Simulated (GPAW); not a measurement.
Crystal: GaGe3.

```
Ge Ga
1.0
     5.98504    0.00000    0.00000
    -2.99252    5.18319    0.00000
     0.00000    0.00000    5.03495
Ge Ga
6 2
Direct
  0.16356 0.32712 0.25000
  0.16356 0.83644 0.25000
  0.67288 0.83644 0.25000
  0.83644 0.67288 0.75000
  0.83644 0.16356 0.75000
  0.32712 0.16356 0.75000
  0.33333 0.66667 0.75000
  0.66667 0.33333 0.25000
```

The cell comes from a database or a generator and needn't be the stable form of this composition.

| Property | Result |
| --- | --- |
| Program | GPAW 26.7.0 |
| Task | relaxation of cell and atoms |
| Functional | PBEsol |
| Potentials or basis | PAW data sets generated in the run's folder for this functional |
| Cutoff | 600 eV |
| Basis | pw |
| k mesh | 4 × 4 × 4 |
| Occupations | fermi-dirac, width 0.05 eV |
| Spin | no spin polarisation |

At the start: pressure -4.4 GPa; volume 19.52 Å³/atom.

Task: Where does the relaxation end?

Result: Over 8 steps the energy falls by 23.3 meV/atom and the volume is 18.07 Å³/atom (-7.5 %); space group P6_3/mmc (No. 194, to 0.05 Å).

The path:
```csv
step,energy change (eV),largest force (eV/Å),pressure (GPa),volume (Å³)
1,0.0000,0.1202,-4.40,156.19
2,-0.0135,0.1173,-4.26,155.74
3,-0.1853,0.0435,-0.29,145.16
4,-0.1857,0.0468,-0.13,144.83
5,-0.1860,0.0408,-0.03,144.64
6,-0.1866,0.0130,0.10,144.37
7,-0.1867,0.0003,0.07,144.44
8,-0.1867,0.0039,0.03,144.53
```

Final structure:
```
Ge Ga
1.0
     5.81914    0.00000    0.00000
    -2.90957    5.03952    0.00000
     0.00000    0.00000    4.92856
Ge Ga
6 2
Cartesian
  0.0000 1.6851 1.2321
  -1.4502 4.1970 1.2321
  1.4502 4.1970 1.2321
  2.9096 3.3544 3.6964
  4.3598 0.8426 3.6964
  1.4593 0.8426 3.6964
  0.0000 3.3597 3.6964
  2.9096 1.6798 1.2321
```

Caveat: later steps reuse the first step's grids.
